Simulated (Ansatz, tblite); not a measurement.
# The cluster Al₅F₃+: a ladder of methods and basis sets

The task here is to estimate one member of a computed series from the others.

Method: as each input shows; program: Ansatz 0.2.0, Gaussian basis.

Plan: GFN1-xTB, GFN2-xTB, PBE-D4/def2-TZVP, r2SCAN-D4/def2-TZVP, revPBE-D4/def2-TZVP, BLYP-D4/def2-TZVP, CAM-B3LYP-D4/def2-TZVP, PBE-D4/def2-SVP, PBE0-D4/def2-SVP, HF/6-31G, B3LYP-D4/6-31G, CCSD(T)/def2-SVP, MP2/def2-TZVP, RPA/def2-TZVP.

2 further runs of the same task are left out: 2 set aside as unsound or not needed.

### The relaxed structure

The doublet was relaxed beforehand with PBE-D4/def2-SVP. At that level it is the lowest of the isomers that a small search found.

8 atoms, charge 1, spin multiplicity 2.

Bond lengths: Al1–Al2 2.835 Å, Al1–F6 1.897 Å, Al1–F8 1.993 Å, Al2–Al3 2.597 Å, Al2–Al4 2.645 Å, Al3–Al4 2.795 Å, Al3–F6 1.888 Å, Al4–F7 1.802 Å, Al4–F8 1.812 Å, Al5–F7 2.014 Å. Angles: Al2–Al1–F6 93.1°, Al2–Al1–F8 93.6°, F6–Al1–F8 90.3°, Al1–Al2–Al3 64.6°, Al1–Al2–Al4 62.1°, Al3–Al2–Al4 64.4°, Al2–Al3–Al4 58.6°, Al2–Al3–F6 101.2°, Al4–Al3–F6 83.8°, Al2–Al4–Al3 57.0°, Al2–Al4–F7 104.7°, Al2–Al4–F8 104.7°, Al3–Al4–F7 155.7°, Al3–Al4–F8 95.3°, F7–Al4–F8 105.6°, Al1–F6–Al3 100.4°, Al4–F7–Al5 110.7°, Al1–F8–Al4 96.1°.

The ion is computed in the gas phase, without counter-ions or solvent.

PBE0-D4/def2-TZVP was run before; its log isn't repeated, and its numbers join the tables.

The first run:

Tight binding, by tblite at 300 K electronic temperature and without a spin-polarisation term:

```python
tblite.interface.Calculator('GFN1-xTB', numbers, positions, charge=1, uhf=1).singlepoint()
```

Tight binding, by tblite at 300 K electronic temperature and without a spin-polarisation term:

```python
tblite.interface.Calculator('GFN2-xTB', numbers, positions, charge=1, uhf=1).singlepoint()
```

start.molden holds the orbitals of an earlier run on this state, given as this run's starting guess.

Contents of in.yaml:

```yaml
crystal:
  periodic: [false, false, false]
  atoms:
    - {symbol: Al, position_ang: [-1.308988, -1.422876, 0.545404]}
    - {symbol: Al, position_ang: [-1.285721, 0.933435, -1.031556]}
    - {symbol: Al, position_ang: [-0.068900, -1.114288, -2.067392]}
    - {symbol: Al, position_ang: [0.966029, 0.220374, 0.159831]}
    - {symbol: Al, position_ang: [0.267304, 3.235228, 0.707429]}
    - {symbol: F, position_ang: [-0.482668, -2.460987, -0.810945]}
    - {symbol: F, position_ang: [1.440501, 1.656146, 1.140386]}
    - {symbol: F, position_ang: [0.472443, -1.047040, 1.356854]}
basis:
  gaussian: {orbitals: def2-TZVP, initial_orbitals: start.molden}
total_charge: 1
magnetization: {spin_polarized: true, initial_magnetization: 1}
hamiltonian: {xc: pbe, dispersion: d4}
scf: {omitted_lower_state_checks: [starts]}
output: {orbitals: {seedname: orbitals}}
```

Command:

```
$ ansatz run in.yaml --threads 4 --pin off --events-out ev --progress --plain --max-ram 8704MiB
```

Steps of the session up to this table: PBE-D4/def2-TZVP; r2SCAN-D4/def2-TZVP; revPBE-D4/def2-TZVP; BLYP-D4/def2-TZVP; CAM-B3LYP-D4/def2-TZVP; PBE-D4/def2-SVP; PBE0-D4/def2-SVP; HF/6-31G; B3LYP-D4/6-31G; CCSD(T)/def2-SVP; MP2/def2-TZVP; RPA/def2-TZVP.

One table of the session follows, with a row left open; its other results are not shown here.

```
                 level  HOMO (eV)  LUMO (eV)  gap (eV)
              HF/6-31G     -10.58      -4.59      5.99
       PBE-D4/def2-SVP      -8.45      -7.88      0.56
      PBE-D4/def2-TZVP      -8.41      -7.81      0.60
   revPBE-D4/def2-TZVP      -8.38      -7.74      0.64
     BLYP-D4/def2-TZVP      -8.16      -7.66      0.50
   r2SCAN-D4/def2-TZVP          ?          ?         ?
        B3LYP-D4/6-31G      -8.97      -7.48      1.49
      PBE0-D4/def2-SVP      -9.12      -7.25      1.88
     PBE0-D4/def2-TZVP      -9.09      -7.15      1.94
CAM-B3LYP-D4/def2-TZVP      -9.92      -6.22      3.70
```

**Question.** Estimate the row for r2SCAN-D4/def2-TZVP.

The run gave: HOMO (eV): -8.63; LUMO (eV): -7.65; gap (eV): 0.98. In the column «HOMO (eV)» it lies between B3LYP-D4/6-31G (-8.97) and PBE-D4/def2-SVP (-8.45).

Caveats from the session: Doubts: large T1 diagnostic, spin contamination. Notes on CCSD(T)/def2-SVP: large T1 diagnostic, spin contamination.
